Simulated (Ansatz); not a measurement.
# C3H8S2Si: the cost of one run

Program: Ansatz 0.2.0. Level of theory: UKS PBE0/STO-3G. These are calculated values, not measurements.

### Step 1. The starting structure

Bond lengths: C1–Si2 1.796 Å, Si2–C3 1.853 Å, C3–S4 1.749 Å, S4–C5 1.841 Å, C1–S6 1.850 Å, C5–S6 1.848 Å, C1–H7 1.131 Å, C1–H8 1.064 Å, Si2–H9 1.527 Å, Si2–H10 1.500 Å, C3–H11 1.092 Å, C3–H12 1.132 Å, C5–H13 1.130 Å, C5–H14 1.057 Å. Angles (14 of 26 angles, heavy atoms first): C1–Si2–C3 106.8°, Si2–C1–S6 110.2°, Si2–C3–S4 111.5°, C3–S4–C5 102.6°, S4–C5–S6 117.2°, C1–S6–C5 99.9°, C1–Si2–H9 111.8°, C1–Si2–H10 109.9°, C3–Si2–H9 111.2°, C3–Si2–H10 111.8°, Si2–C1–H7 111.1°, Si2–C1–H8 116.4°, S6–C1–H7 104.7°, S6–C1–H8 107.6°.

Structure file:

```xyz
14

C    -1.1419    0.6733    0.7350
Si    0.3442   -0.0201    1.4679
C     1.3411   -0.7352    0.0793
S     0.3158   -1.4634   -1.1355
C    -0.4669    0.0009   -1.9314
S    -0.7396    1.4925   -0.8743
H    -1.5672    1.4998    1.3802
H    -1.9424   -0.0046    0.5591
H     1.1412    1.0317    2.2367
H    -0.0246   -1.0606    2.4836
H     1.9980    0.0084   -0.3761
H     2.0477   -1.5158    0.4959
H    -1.4784   -0.2495   -2.3696
H     0.1602    0.3134   -2.7222
```

### Step 2. Relaxing the start

input.yaml reads:

```yaml
crystal:
  periodic: [false, false, false]
  atoms:
    - { symbol: C, position_ang: [-1.1419, 0.6733, 0.735] }
    - { symbol: Si, position_ang: [0.3442, -0.0201, 1.4679] }
    - { symbol: C, position_ang: [1.3411, -0.7352, 0.0793] }
    - { symbol: S, position_ang: [0.3158, -1.4634, -1.1355] }
    - { symbol: C, position_ang: [-0.4669, 0.0009, -1.9314] }
    - { symbol: S, position_ang: [-0.7396, 1.4925, -0.8743] }
    - { symbol: H, position_ang: [-1.5672, 1.4998, 1.3802] }
    - { symbol: H, position_ang: [-1.9424, -0.0046, 0.5591] }
    - { symbol: H, position_ang: [1.1412, 1.0317, 2.2367] }
    - { symbol: H, position_ang: [-0.0246, -1.0606, 2.4836] }
    - { symbol: H, position_ang: [1.998, 0.0084, -0.3761] }
    - { symbol: H, position_ang: [2.0477, -1.5158, 0.4959] }
    - { symbol: H, position_ang: [-1.4784, -0.2495, -2.3696] }
    - { symbol: H, position_ang: [0.1602, 0.3134, -2.7222] }
magnetization:
  spin_polarized: true
basis:
  gaussian: { orbitals: STO-3G }
hamiltonian:
  xc: pbe0
relax:
  f_tol: 0.02
  max_steps: 40
```

Launch:

```sh
$ ansatz run input.yaml --threads 1 --pin off --max-ram 2048MiB --backend cpu --events-out ev --progress --plain --runs-dir out
```

What time and memory should one allow on 1 thread of Arm Neoverse V1, shared host?

About 44 s, with a peak of 0.2 GiB.
